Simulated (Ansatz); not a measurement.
# CTa: the cost of one run

The runs use Ansatz 0.2.0, Gaussian basis; def2-QZVPP, core rule «outside noble gas», up to 5 orbitals frozen.

To be run: UHF; ROHF; CCSD(T) on UHF.

## (1) The geometry

The geometry is a PBE0/def2-TZVP stationary point (not a proven minimum). No spin-orbit coupling is included. Elements past krypton take def2 core potentials.

2 atoms, charge 0, spin multiplicity 4.

Atoms are counted from 1 here; the program's logs count them from 0.

Bond lengths: Ta1–C2 1.764 Å.

## (2) UHF

File in.yaml:

```yaml
crystal:
  periodic: [false, false, false]
  atoms:
    - {symbol: Ta, position_ang: [0.000000, 0.000000, 0.000000]}
    - {symbol: C, position_ang: [0.000000, 0.000000, 1.764200]}
basis:
  gaussian: {orbitals: "def2-QZVPP.json"}
magnetization: {spin_polarized: true, initial_magnetization: 3}
hamiltonian: {xc: hf}
output: {orbitals: {seedname: orbitals}}
```

The run is started by

```sh
$ ansatz run in.yaml --threads 1 --pin off --events-out ev --progress --plain --max-ram 4096MiB --backend cpu
```

What time and memory should one allow on 1 thread of AMD EPYC 7R13, shared host?

About 30 s, with a peak of 0.31 GiB.
